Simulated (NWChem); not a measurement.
**SbH2Cl (SMILES [Cl][SbH2]): levels of theory compared**

Wanted: a comparison of 6 runs (HF/STO-3G, PBE0/def2-SVP, TPSSh/3-21G, BP86/def2-SVP, B2PLYP/def2-SVPD, CCSD(T)/3-21G) of SbH2Cl. 

The results are computed with NWChem 7.3.0.

## 1. The structure to begin with

SbH2Cl: 4 atoms, total charge 0, spin state singlet. SMILES: `[Cl][SbH2]`. The shape is that of a PBE0-D4/def2-TZVP optimisation.

Bond lengths: Cl1–Sb2 2.356 Å, Sb2–H3 1.712 Å, Sb2–H4 1.713 Å. Angles: Cl1–Sb2–H3 94.4°, Cl1–Sb2–H4 94.4°, H3–Sb2–H4 90.3°.

## 2. Energy and gradient at HF/STO-3G (run 1)

Contents of clh2sb.nw:

```
start clh2sb
memory 2200 mb
geometry noautosym nocenter noautoz
Cl   -1.784500    0.288700   -0.631500
Sb    0.502100   -0.275300   -0.577600
H     0.379700   -1.183700    0.868900
H     0.958300    1.110000    0.319900
end
basis spherical bse
Cl library STO-3G
Sb library STO-3G
H library STO-3G
end
scf
thresh 1e-08
maxiter 80
end
task scf gradient
```

Started as:

```bash
$ nwchem clh2sb.nw > clh2sb.out
```

Output:

```text
[...]
  functions       =    38
[...]
  wavefunction    = RHF
[...]
         Total SCF energy =  -6707.139929183506
      One-electron energy =  -9726.641112839861
      Two-electron energy =   2787.044348076312
 Nuclear repulsion energy =    232.456835580043
        Time for solution =      2.2s
[...]
                         RHF ENERGY GRADIENTS
    atom               coordinates                        gradient
                 x          y          z           x          y          z
   1 Cl     -3.372216   0.545564  -1.193362    0.003423  -0.001041  -0.000750
   2 Sb      0.948831  -0.520242  -1.091506   -0.010553  -0.006430  -0.037929
   3 H       0.717529  -2.236869   1.641983    0.000035  -0.010264   0.022685
   4 H       1.810924   2.097596   0.604523    0.007095   0.017735   0.015994
[...]
```

Run time: 4.2 s. Hardware: 1 thread of Intel Xeon Platinum 8488C (Sapphire Rapids), shared host; peak memory 0.1 GiB.

## 3. Energy and gradient at PBE0/def2-SVP (core potential) (run 2)

Contents of run.py:

```python
from ase import Atoms
from ase.calculators.nwchem import NWChem

system = Atoms('ClSbHH', positions=[
    [-1.784500, 0.288700, -0.631500],
    [0.502100, -0.275300, -0.577600],
    [0.379700, -1.183700, 0.868900],
    [0.958300, 1.110000, 0.319900],
])

calc = NWChem(
    label='mol',
    theory='dft',
    memory='2200 mb',
    basis='def2-SVP',
    basispar='spherical bse',
    dft={'xc': 'pbe0', 'mult': '1', 'grid': 'xfine', 'convergence': 'energy 1e-08', 'iterations': '100', 'mulliken': None, 'print': 'low'},
    **{'ecp bse': {'Sb library': 'def2-SVP'}},
)
system.calc = calc

forces = system.get_forces()
e = system.get_potential_energy()
print(f"E = {e:.6f} eV")
print("forces (eV/A):")
for s, f in zip(system.symbols, forces):
    print(f"{s:2s} {f[0]:10.5f} {f[1]:10.5f} {f[2]:10.5f}")
```

Started as:

```bash
$ export ASE_NWCHEM_COMMAND="nwchem PREFIX.nwi > PREFIX.nwo"
$ python run.py
```

Output:

```text
E = -19085.185040 eV
forces (eV/A):
Cl   -0.40932    0.09493   -0.03450
Sb    0.33640   -0.11729   -0.13781
H     0.01897   -0.05795    0.10295
H     0.05394    0.08027    0.06937
```

The calculator wrote mol.nwi:

```
title "mol"

permanent_dir mol

scratch_dir mol

start mol

geometry units angstrom nocenter noautosym noautoz
  Cl -1.7845000000000000e+00 2.8870000000000001e-01 -6.3149999999999995e-01
  Sb 5.0209999999999999e-01 -2.7529999999999999e-01 -5.7760000000000000e-01
  H  3.7969999999999998e-01 -1.1837000000000000e+00 8.6890000000000001e-01
  H  9.5830000000000004e-01 1.1100000000000001e+00 3.1990000000000002e-01
end

memory 2200 mb

basis spherical bse noprint
   * library def2-SVP
end

dft
  xc pbe0
  mult 1
  grid xfine
  convergence energy 1e-08
  iterations 100
  mulliken
  print low
end
ecp bse
  Sb library def2-SVP
end

task dft gradient
```

mol.nwo:

```text
Northwest Computational Chemistry Package (NWChem) 7.3.0
             --------------------------------------------------------

           Job information
           ---------------

    nwchem branch   = 7.3.0
    use scalapack   = T
    input           = mol.nwi
    prefix          = mol.
    data base       = mol/mol.db
    status          = startup
    nproc           =        1

           Memory information
           ------------------

[... 5 lines left out ...]
    hardfail = no
[... 37 lines left out ...]
            Nuclear Dipole moment (a.u.)
[... 78 lines left out ...]
         Total DFT energy =     -701.367619520312
[... 1 line left out ...]
           Coulomb energy =      510.967347516369
[... 1 line left out ...]
 Nuclear repulsion energy =      108.227127515442
[... 27 lines left out ...]
                         DFT ENERGY GRADIENTS

    atom               coordinates                        gradient
                 x          y          z           x          y          z
   1 Cl     -3.372216   0.545564  -1.193362    0.007960  -0.001846   0.000671
   2 Sb      0.948831  -0.520242  -1.091506   -0.006542   0.002281   0.002680
   3 H       0.717529  -2.236869   1.641983   -0.000369   0.001127  -0.002002
   4 H       1.810924   2.097596   0.604523   -0.001049  -0.001561  -0.001349

 Task  times  cpu:       12.7s     wall:       12.7s
 Total times  cpu:       12.7s     wall:       12.7s
```

Wall time 14 s (1 thread of Intel Xeon Platinum 8488C (Sapphire Rapids), shared host); peak memory 0.14 GiB.

Runs 3 to 4 aren't shown in full; the table further down has their settings and results.

## 4. The energy at B2PLYP/def2-SVPD (core potential) (run 5)

Contents of clh2sb.xyz:

```xyz
4
ClH2Sb
Cl    -1.784500     0.288700    -0.631500
Sb     0.502100    -0.275300    -0.577600
H      0.379700    -1.183700     0.868900
H      0.958300     1.110000     0.319900
```

Contents of clh2sb.nw:

```
start clh2sb
title "ClH2Sb"
memory stack 880 mb heap 220 mb global 1100 mb
geometry units angstroms noautosym nocenter noautoz
load clh2sb.xyz
end
basis spherical bse
* library def2-SVPD
end
ecp bse
Sb library def2-SVPD
end
dft
xc hfexch 0.53 becke88 0.47 lyp 0.73 mp2 0.27
dftmp2 semidirect
grid xfine
convergence energy 1e-08
iterations 100
mulliken
end
mp2
freeze core 9
end
task dft
```

Started as:

```bash
$ nwchem clh2sb.nw > clh2sb.out
```

Output:

```text
[...]
          Wavefunction type:  closed shell.
          No. of atoms     :     4
          No. of electrons :    42
[...]
          Charge           :     0
          Spin multiplicity:     1
[...]
          AO basis - number of functions:    75
[...]
              XC Information
              --------------
                     Hartree-Fock (Exact) Exchange  0.530
                    Becke 1988 Exchange Functional  0.470
              Lee-Yang-Parr Correlation Functional  0.730
[...]
 d= 0,ls=0.0,diis     1   -700.9793097000 -8.09D+02  1.09D-02  1.57D-01     2.2
[...]
 d= 0,ls=0.0,diis     8   -701.0074184427 -3.32D-09  8.81D-07  4.25D-09    14.7
         Total DFT energy =     -701.007418442702
      One electron energy =    -1271.781613113274
           Coulomb energy =      510.406492786570
    Exchange-Corr. energy =      -47.859425631440
 Nuclear repulsion energy =      108.227127515442
[...]
      Total Density - Mulliken Population Analysis
     ---------------------------------------------
    Atom       Charge   Shell Charges
 -----------   ------   -------------------------------------------------------
    1 Cl  17    17.58   2.00  1.99  1.26  0.72  0.06  5.93  2.12  3.24  0.23  0.01  0.02
    2 Sb  23    22.31  -0.08  2.11  1.31  0.34  0.00  3.06  2.96  1.62  0.82  9.79  0.37  0.01
    3 H    1     1.06   0.70  0.33  0.01  0.02
    4 H    1     1.06   0.70  0.33  0.01  0.02
[...]
  Basis functions       =     75
[...]
```

Wall time 17 s (1 thread of Intel Xeon Platinum 8488C (Sapphire Rapids), shared host); peak memory 0.19 GiB.

## 5. A single-point energy at CCSD(T)/3-21G (run 6)

Changes to clh2sb.xyz since step 4:

```diff
@@ -1,3 +1,3 @@
 4
-ClH2Sb
+ClH2Sb energy
 Cl    -1.784500     0.288700    -0.631500
```

Contents of clh2sb.nw:

```
start clh2sb
title "ClH2Sb energy"
memory 2200 mb
geometry units angstrom noautosym nocenter noautoz
 load clh2sb.xyz
end
basis spherical bse
 * library 3-21G
end
scf
 thresh 1e-08
 maxiter 80
 print low
end
ccsd
 freeze core 23
 maxiter 60
end
task ccsd(t) energy
```

Started as:

```bash
$ nwchem clh2sb.nw > clh2sb.out
```

Output:

```text
[...]
  functions       =    48
[...]
  wavefunction    = RHF
[...]
         Total SCF energy =  -6744.127904634507
      One-electron energy =  -9760.803909945576
      Two-electron energy =   2784.219169731027
 Nuclear repulsion energy =    232.456835580043
        Time for solution =      3.0s
[...]
 Total MP2 energy:          -6744.223590582093493
[...]
             energy      energy      error      ampl     ampl      Block
                                                time     time      time
[...]
 Total CCSD energy:          -6744.246855933050028
[...]
 Total CCSD+T(CCSD) energy:          -6744.248541732767990
[...]
 Total CCSD(T) energy:               -6744.248387174874551
[...]
```

It took 16 s on 1 thread of Intel Xeon Platinum 8488C (Sapphire Rapids), shared host; peak memory 0.12 GiB.

## 6. The series

| run | level | iteration cap | module | energy (Eh) | dipole moment (D) | HOMO energy (eV) | LUMO energy (eV) | wall time |
| --- | --- | --- | --- | --- | --- | --- | --- | --- |
| 1 | HF/STO-3G | 80 | scf | -6707.139929 | 3.01 | -7.56 | 5.77 | 4.2 s |
| 2 | PBE0/def2-SVP (core potential) | 100 | dft | -701.367620 | – | – | – | 14 s |
| 3 | TPSSh/3-21G | 100 | dft | -6747.166814 | 3.10 | -7.06 | -2.23 | 10 s |
| 4 | BP86/def2-SVP (core potential) | 100 | dft | -701.687408 | 2.27 | -6.47 | -2.39 | 15 s |
| 5 | B2PLYP/def2-SVPD (core potential) | 100 | dft | -701.099596 | 2.62 | -8.61 | -0.72 | 17 s |
| 6 | CCSD(T)/3-21G | 80 | ccsd(t) | -6744.248387 | – | – | – | 16 s |

## 7. Summary of results

| quantity | value |
| --- | --- |
| run 6: total energy | -6744.24839 Eh |
| run 6: correlation energy (23 core orbitals frozen) | -120.5 mEh |
| run 6: (T) correction | -1.53 mEh |

In words: Over runs 1, 3, 4, 5 the dipole moment (its size) runs from 2.27 D (BP86/def2-SVP) to 3.10 D (TPSSh/3-21G). The two ends differ in method and basis and core potential. Over runs 1, 3, 4, 5 the HOMO–LUMO gap runs from 4.08 eV (BP86/def2-SVP) to 13.33 eV (HF/STO-3G). Totals of different functionals can't be ranked against each other. Some runs of one species differ in core potentials or relativity; totals across that change don't compare. In run 1 the basis is minimal, so the values are rough. In runs 1, 3, 6 relativity is left out where basis or elements ask for it. All runs together took 76 s, the longest 17 s.
